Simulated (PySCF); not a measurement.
# [BeH3]-: a search over shapes

Aim: find the stationary points of [BeH3]- from trigonal planar, trigonal pyramidal and T-shaped starts in the singlet state, tell minima from saddle points, and describe the lowest.

Computed with PySCF 2.14.0. Level: PBE0, basis Be def2-TZVPD, H def2-TZVPD, no relativity, density fitting.

**1. Starting geometry**

4 atoms, charge -1, spin multiplicity 1.

Bond lengths: Be1–H2 1.340 Å, Be1–H3 1.340 Å, Be1–H4 1.340 Å. Angles: H2–Be1–H3 120.0°, H2–Be1–H4 120.0°, H3–Be1–H4 120.0°.

```xyz
4
charge -1 multiplicity 1
Be    0.0000    0.0000    0.0000
H     1.3400    0.0000    0.0000
H    -0.6700    1.1605    0.0000
H    -0.6700   -1.1605    0.0000
```

**2. Relaxation: trigonal planar start, singlet**

The steps below are one call of a driver around PySCF. For each, scf.py gives the equivalent set-up of the SCF; relaxations use the driver's own optimiser. Before each start the driver seeks the lowest SCF state from one or more starting densities and follows internal instabilities, so scf.py alone need not reach the same state.

The program finds D3h symmetry in the start, which this walk keeps. The walk stops when the largest gradient is under 0.0003 Eh/bohr and the energy has settled too.

Input file scf.py:

```python
from pyscf import gto, scf, dft
mol = gto.M(atom='''
Be    -0.000000    -0.000000     0.000000
H      1.340015    -0.000013    -0.000000
H     -0.669996     1.160494     0.000000
H     -0.670019    -1.160481    -0.000000''',
    basis={'Be': 'def2-TZVPD', 'H': 'def2-TZVPD'},
    charge=-1, spin=0)
mf = dft.RKS(mol, xc='PBE0')
mf.grids.atom_grid = (50, 194)
aux = {'Be': 'def2-universal-JKFIT', 'H': 'def2-universal-JKFIT'}
mf = mf.density_fit(auxbasis=aux)
mf.kernel()
```

The optimiser's trace:

```tsv
step	energy (Eh)	change (kJ/mol)	largest symmetric gradient (Eh/bohr)
0	-16.489424	0.00	0.02058
1	-16.492926	-9.20	0.00992
2	-16.494120	-12.33	0.00152
3	-16.494152	-12.41	0.00013
4	-16.494152	-12.41	0.00000
```

The walk took 2 s on 4 threads, shared host.

Geometry (Å) and forces (eV/Å) at some steps:

```
step 0
Be   0.000   0.000   0.000   0.001   0.000   0.000
H    1.340   0.000   0.000   1.058   0.000   0.000
H   -0.670   1.160   0.000  -0.530   0.916   0.000
H   -0.670  -1.160   0.000  -0.530  -0.916   0.000
step 1
Be   0.000   0.000   0.000   0.002   0.000   0.000
H    1.381   0.000   0.000   0.510   0.000   0.000
H   -0.690   1.196   0.000  -0.256   0.442   0.000
H   -0.690  -1.196   0.000  -0.256  -0.442   0.000
step 2
Be   0.000   0.000   0.000   0.002   0.000   0.000
H    1.418   0.000   0.000   0.078   0.000   0.000
H   -0.709   1.228   0.000  -0.040   0.068   0.000
H   -0.709  -1.228   0.000  -0.040  -0.068   0.000
step 3
Be   0.000   0.000   0.000   0.002   0.000   0.000
H    1.425   0.000   0.000   0.006   0.000   0.000
H   -0.713   1.234   0.000  -0.004   0.005   0.000
H   -0.713  -1.234   0.000  -0.004  -0.005   0.000
step 4
Be   0.000   0.000   0.000   0.002   0.000   0.000
H    1.426   0.000   0.000   0.000   0.000   0.000
H   -0.713   1.235   0.000  -0.001   0.000   0.000
H   -0.713  -1.235   0.000  -0.001   0.000   0.000
```

After 4 steps and 12.4 kJ/mol it ends at D3h: Be–H 1.426 Å (×3); H–Be–H 120.0° (×3).

**3. Is it a minimum? Harmonic modes**

On the finer grid the gradient is checked again; gradients at displacements of ±0.01 bohr then give force constants and infrared intensities.

scf.py, as its differences from that of step 2:

```diff
@@ -4,3 +4,3 @@
-H      1.340015    -0.000013    -0.000000
-H     -0.669996     1.160494     0.000000
-H     -0.670019    -1.160481    -0.000000''',
+H      1.425790    -0.000014     0.000000
+H     -0.712883     1.234777     0.000000
+H     -0.712907    -1.234764    -0.000000''',
@@ -10 +10 @@
-mf.grids.atom_grid = (50, 194)
+mf.grids.atom_grid = (75, 302)
```

This SCF starts from the last density.

Log of the central SCF (cycles and frontier levels):

```text
init E= -16.49414754427
  HOMO = -0.0518903757946865  LUMO = 0.145166871063949  gap/eV = 5.36220
cycle= 1 E= -16.4941475443358  delta_E= -6.58e-11  |g|= 7.88e-06  |ddm|= 3.64e-05
  HOMO = -0.051886137133566  LUMO = 0.145168398322761  gap/eV = 5.36213
Extra cycle  E= -16.4941475443574  delta_E= -2.16e-11  |g|= 4.53e-06  |ddm|= 2.08e-05
converged SCF energy = -16.4941475443574
```

The whole step took 5.2 s.

Geometry: D3h; Be–H 1.426 Å (×3); H–Be–H 120.0° (×3).

Harmonic modes (main isotopes):

```json
{"symmetry": "a2''", "ω (cm⁻¹)": "821", "IR (km/mol)": "422", "type": "bend"}
{"symmetry": "e'", "ω (cm⁻¹)": "847", "IR (km/mol)": "303", "type": "bend"}
{"symmetry": "a1'", "ω (cm⁻¹)": "1675", "IR (km/mol)": "0.0", "type": "stretch"}
{"symmetry": "e'", "ω (cm⁻¹)": "1682", "IR (km/mol)": "1625", "type": "stretch"}
```

All wavenumbers are real: a minimum.

Properties at this point:

```
Dipole moment about the centre of mass                          : 0.00 D
Highest occupied level                                          : -1.41 eV
Lowest empty level                                              : 3.95 eV
Rotational constants                                            : 5.485, 5.485, 2.743 cm⁻¹
Zero-point energy                                               : 45.2 kJ/mol
Principal polarisabilities                                      : 35.4, 45.3, 45.3 bohr³
Principal traceless quadrupole moments about the centre of mass : -4.41, -4.41, 8.82 D Å
Entropy at 298.15 K and 1 bar                                   : 192.7 J/(mol K)
Heat capacity Cp at 298.15 K                                    : 41.2 J/(mol K)
Enthalpy at 298.15 K above 0 K                                  : 10.47 kJ/mol
Rotational symmetry number                                      : 6
```

Populations by atom (charges in e):

```csv
atom,Mulliken,Löwdin,polar tensor,Mayer order to Be1
Be1,-0.70,-0.41,0.52,–
"H2,3,4",-0.10,-0.20,-0.51,0.98
```

Outer orbital energies (eV). occupied: -102.69, -3.76, -1.41, -1.41; empty: 3.95, 4.36, 4.36, 4.76.

Mulliken populations on Be1: s 2.99, p 1.64, d 0.07.

**4. Relaxing the singlet from the trigonal pyramidal start**

The program finds C3v symmetry in the start, which this walk keeps.

scf.py, as its differences from that of step 3:

```diff
@@ -3,4 +3,4 @@
-Be    -0.000000    -0.000000     0.000000
-H      1.425790    -0.000014     0.000000
-H     -0.712883     1.234777     0.000000
-H     -0.712907    -1.234764    -0.000000''',
+Be    -0.000000    -0.000000    -0.158036
+H      1.183120     0.000012     0.471063
+H     -0.591570     1.024606     0.471064
+H     -0.591549    -1.024617     0.471065''',
@@ -10 +10 @@
-mf.grids.atom_grid = (75, 302)
+mf.grids.atom_grid = (50, 194)
```

Energy and gradient, step by step:

```tsv
step	energy (Eh)	change (kJ/mol)	largest symmetric gradient (Eh/bohr)
0	-16.437892	0.00	0.04184
1	-16.478850	-107.54	0.03536
2	-16.491729	-141.35	0.01358
3	-16.492623	-143.70	0.00976
4	-16.494147	-147.70	0.00077
5	-16.494152	-147.71	0.00003
```

The walk took 2.6 s.

Geometry (Å) and forces (eV/Å) at some steps:

```
step 0
Be   0.000   0.000  -0.158   0.001   0.000   2.151
H    1.183   0.000   0.471   1.699   0.000  -0.717
H   -0.592   1.025   0.471  -0.850   1.471  -0.717
H   -0.592  -1.025   0.471  -0.850  -1.471  -0.717
step 1
Be   0.000   0.000   0.041   0.000   0.000   1.819
H    1.348   0.000   0.405   0.546   0.000  -0.607
H   -0.674   1.167   0.405  -0.273   0.473  -0.606
H   -0.674  -1.167   0.405  -0.273  -0.473  -0.606
step 3
Be   0.000   0.000   0.251   0.001   0.000   0.502
H    1.463   0.000   0.335  -0.372   0.000  -0.167
H   -0.732   1.267   0.335   0.185  -0.322  -0.168
H   -0.732  -1.267   0.335   0.185   0.322  -0.168
step 5
Be   0.000   0.000   0.314   0.002   0.000   0.002
H    1.426   0.000   0.314  -0.001   0.000  -0.001
H   -0.713   1.235   0.314  -0.001  -0.001  -0.001
H   -0.713  -1.235   0.314  -0.001   0.001  -0.001
```

It settles in D3h symmetry, 147.7 kJ/mol below the start, after 5 steps: Be–H 1.426 Å (×3); H–Be–H 120.0° (×3).

**5. Relaxation: T-shaped start, singlet**

The program finds C2v symmetry in the start, which this walk keeps. The walk stops when the largest gradient is under 0.0003 Eh/bohr and the energy has settled too.

scf.py, as its differences from that of step 4:

```diff
@@ -3,4 +3,4 @@
-Be    -0.000000    -0.000000    -0.158036
-H      1.183120     0.000012     0.471063
-H     -0.591570     1.024606     0.471064
-H     -0.591549    -1.024617     0.471065''',
+Be     0.000000     0.000000    -0.120045
+H      0.000000     0.000000     1.219955
+H      1.339200    -0.000000    -0.073245
+H     -1.339200     0.000000    -0.073245''',
```

Energy and gradient, step by step:

```tsv
step	energy (Eh)	change (kJ/mol)	largest symmetric gradient (Eh/bohr)
0	-16.444494	0.00	0.03184
1	-16.469479	-65.60	0.02669
2	-16.488277	-114.95	0.01677
3	-16.490185	-119.96	0.01486
4	-16.493954	-129.86	0.00573
5	-16.494086	-130.21	0.00354
6	-16.494136	-130.34	0.00172
7	-16.494151	-130.38	0.00019
8	-16.494152	-130.38	0.00004
```

The walk took 4 s.

After 8 steps and 130.4 kJ/mol it ends at D3h: Be–H 1.426 Å (×3); H–Be–H 120.0° (×3).

**6. Outcome**

```
                            quantity                                        value
                      lowest minimum                                 singlet, D3h
                            geometry        Be–H 1.426 Å (×3); H–Be–H 120.0° (×3)
                  wavenumbers (cm⁻¹)  821 (a2''), 847 (e'), 1675 (a1'), 1682 (e')
      dipole moment (centre of mass)                                       0.00 D
highest occupied, lowest empty level                               -1.41, 3.95 eV
          polar-tensor charge of Be1                                      +0.52 e
                   zero-point energy                                  45.2 kJ/mol
                 entropy at 298.15 K                              192.7 J/(mol K)
```

In words: The lowest minimum found is the singlet of D3h symmetry. The strongest infrared band lies at 1682 cm⁻¹ (e', stretch). A search over typed starts can miss a lower isomer.

The search up to here took 15 s on 4 threads, shared host.
